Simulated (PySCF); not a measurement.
# The bond of BaS, level by level

An exercise on one series of results from a longer session: the logs are not shown, and one member is left open.

Computed with PySCF 2.14.0. Level: Ba x2c-SVPall, S x2c-SVPall, spin-free X2C with a Gaussian nucleus.

Set-up of the first run:

A driver script around PySCF takes these settings:

| Quantity | Value |
| --- | --- |
| atoms | Ba, S |
| charge | 0 |
| basis | Ba x2c-SVPall, S x2c-SVPall |
| Hamiltonian | spin-free X2C with a Gaussian nucleus |
| basis functions | 72 |
| electrons treated | 72 |
| masses in u | 137.9052, 31.9721 |
| levels | PBE0, PBE, r²SCAN, revPBE, PBEsol, TPSSh, HSE06, HF, MP2, SCS-MP2, CCSD, CCSD(T) |
| grid | 80 radial by 434 angular points |
| occupations | held fixed by the projection of orbital angular momentum |
| dissociation limit | Ba + S, each in its ground configuration |
| starting distance in angstrom | 2.770 |
| values of 2S to try | 0, 2 |

Command:

```
OMP_NUM_THREADS=1 python dia.py task.json out
```

Steps of the session up to this table: The job; PBE0 along the bond; Other states along the same grid; PBE (GGA); r²SCAN (meta-GGA); revPBE (GGA); PBEsol; TPSSh (hybrid meta-GGA); HSE06 (range-separated hybrid); RHF (mean field); Correlated methods on the Hartree–Fock reference.

One table of the session follows, with a row left open; its other results are not shown here.

Energy (eV) from each level's lowest point:

```
R (Å)    RHF  RHF-MP2  RHF-SCS-MP2  RHF-CCSD  RHF-CCSD(T)
2.163  1.772    1.480        1.541       n/a          n/a
2.264  0.877    0.695        0.735     0.723        0.757
2.364      ?        ?            ?         ?            ?
2.440  0.111    0.067        0.077     0.073        0.087
2.515  0.007    0.000        0.000     0.000        0.002
2.591  0.000    0.017        0.008     0.013        0.000
2.691  0.107    0.135        0.118     0.130        0.092
2.817  0.374    0.384        0.360     0.385        0.304
2.968  0.815    0.759        0.730     0.775        0.627
3.169  1.486    1.276        1.241       n/a          n/a
```

Q: Estimate the row for R (Å) = 2.364 from the others.

Worked estimate for «RHF». A straight line through the neighbours (2.264, 0.877) and (2.440, 0.111) gives 0.877 + (0.111 − 0.877) × (2.364 − 2.264) / (2.440 − 2.264) = 0.442; a parabola fitted to 4 rows on both sides gives 0.327.

As computed: RHF: 0.336; RHF-MP2: 0.242; RHF-SCS-MP2: 0.264; RHF-CCSD: 0.256; RHF-CCSD(T): 0.280. In «RHF» the line misses by +0.106 and the parabola by -0.009.

State 2 has its PBE0 minimum 1.31 eV higher. State 4 has its PBE0 minimum 1.57 eV higher. The other levels ran on the lowest alone.
